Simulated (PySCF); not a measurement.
**CeH3(H2O): other functionals and bases at one geometry**

Aim: see how levels, charges and forces of CeH3(H2O) depend on the level of theory. The structure is generated, not taken from experiment.

Program: PySCF 2.14.0. Level of theory: several levels, as the steps say, no spin–orbit coupling. These are calculated values, not measurements.

1 further run of the same task is left out (for a known fault of the program).

**1. The starting structure**

7 atoms, charge 0, spin multiplicity 1.

Bond lengths: Ce1–H2 2.115 Å, Ce1–H3 2.112 Å, Ce1–H4 2.197 Å, Ce1–O5 2.464 Å, Ce1–H7 2.447 Å, O5–H6 0.964 Å, O5–H7 1.023 Å. Angles: H2–Ce1–H3 116.2°, H2–Ce1–H4 117.5°, H2–Ce1–O5 117.1°, H2–Ce1–H7 122.0°, H3–Ce1–H4 117.2°, H3–Ce1–O5 116.4°, H3–Ce1–H7 121.2°, H4–Ce1–O5 61.2°, H4–Ce1–H7 37.2°, O5–Ce1–H7 24.0°, Ce1–O5–H6 141.4°, Ce1–O5–H7 77.0°, H6–O5–H7 107.6°, Ce1–H7–O5 78.9°.

Coordinates:

```xyz
7
CeH5O
Ce    0.0004    0.1254    0.2681
H     1.3999    1.2768    1.3591
H    -0.9578   -1.4278    1.3303
H     0.4130   -0.2186   -1.8624
O    -1.3612    1.3093   -1.4098
H    -1.4564    2.1716   -1.8306
H    -0.7210    0.7550   -1.9834
```

Formal oxidation states: Ce +3. Each metal's 1 4f electrons lie in its core potential, so multiplicities, spins and levels count the valence alone. An earlier session relaxed this geometry at PBE0, Ce lcecp-1-SVP with ECP47, H def2-SVP, O def2-SVP (singlet, point group C1).

At PBE0 on the finer grid: E = -110.255623 Eh, HOMO -6.43 eV, LUMO -1.37 eV, Mulliken charge on Ce1 +0.79 e, largest force component 0.014 eV/Å. 

Levels to run: BLYP; r2SCAN; PBE0, TZVP. Hardware: 2 threads of Arm Neoverse V2, shared host.

**2. BLYP**

File run.py (the lines that set the calculation):

```python
mol = gto.M(atom='''
Ce     0.00045     0.12537     0.26805
H      1.39989     1.27684     1.35906
H     -0.95779    -1.42780     1.33035
H      0.41296    -0.21860    -1.86241
O     -1.36122     1.30933    -1.40983
H     -1.45636     2.17157    -1.83056
H     -0.72105     0.75495    -1.98337''',
    basis={'Ce': 'lcecp-1-SVP', 'H': 'def2-SVP', 'O': 'def2-SVP'},
    ecp={'Ce': 'lcecp-1-SVP'},
    charge=0, spin=0)
mf = dft.RKS(mol, xc='BLYP')
mf.grids.atom_grid = (75, 302)  # f atoms: unpruned, at least (60, 302)
mf = mf.density_fit()  # fitting sets: Ce AutoAux, H def2-universal-JKFIT, O def2-universal-JKFIT
mf.conv_tol = 1e-08; mf.max_cycle = 55
mf.kernel(dm0)  # dm0: the density of the relaxed state
```

Run with:

```sh
> OMP_NUM_THREADS=2 python run.py
```

**3. r2SCAN**

run.py (the lines that set the calculation), as its differences from that of step 2:

```diff
@@ -11,3 +11,3 @@
     charge=0, spin=0)
-mf = dft.RKS(mol, xc='BLYP')
+mf = dft.RKS(mol, xc='R2SCAN')
 mf.grids.atom_grid = (75, 302)  # f atoms: unpruned, at least (60, 302)
```

**4. PBE0, TZVP**

Basis: Ce lcecp-1-TZVP with ECP47, H def2-TZVP, O def2-TZVP. 

File run.py (the lines that set the calculation):

```python
mol = gto.M(atom='''
Ce     0.00045     0.12537     0.26805
H      1.39989     1.27684     1.35906
H     -0.95779    -1.42780     1.33035
H      0.41296    -0.21860    -1.86241
O     -1.36122     1.30933    -1.40983
H     -1.45636     2.17157    -1.83056
H     -0.72105     0.75495    -1.98337''',
    basis={'Ce': 'lcecp-1-TZVP', 'H': 'def2-TZVP', 'O': 'def2-TZVP'},
    ecp={'Ce': 'lcecp-1-TZVP'},
    charge=0, spin=0)
mf = dft.RKS(mol, xc='PBE0')
mf.grids.atom_grid = (75, 302)  # f atoms: unpruned, at least (60, 302)
mf = mf.density_fit()  # fitting sets: Ce AutoAux, H def2-universal-JKFIT, O def2-universal-JKFIT
mf.conv_tol = 1e-08; mf.max_cycle = 55
mf.kernel(dm0)  # dm0: free metal ions and neutral atoms
```

Q: Predict the outcome of this session. Wanted: for each run, HOMO; gap; charge on Ce1; dipole; largest force.

As calculated:

| level | state | HOMO (eV) | gap (eV) | charge on Ce1 (e) | dipole (D) | largest force (eV/Å) | basis functions | time |
| --- | --- | --- | --- | --- | --- | --- | --- | --- |
| PBE0 (relaxed here) | singlet | -6.43 | 5.06 | 0.79 | 3.85 | 0.01 | 72 | 7.3 s |
| BLYP | singlet | -5.15 | 3.00 | 0.60 | 3.85 | 0.58 | 72 | 3.1 s |
| r2SCAN | singlet | -5.51 | 3.75 | 0.80 | 3.81 | 0.21 | 72 | 4.2 s |
| PBE0, TZVP | singlet | -6.46 | 5.07 | 0.98 | 3.71 | 0.23 | 108 | 6.8 s |

Times are on 2 threads of Arm Neoverse V2, shared host; the first row also made further properties.

In one basis the HOMO–LUMO gap runs from 3.00 eV (BLYP) to 5.06 eV (PBE0). The largest leftover force, 0.58 eV/Å with BLYP, stands at a geometry relaxed at another level. The Mulliken charge on Ce spans +0.60 to +0.98 e over the levels. With 4f in the core, its levels are missing from HOMO and gap. Total energies of different levels can't be compared. Spin–orbit coupling is left out throughout.
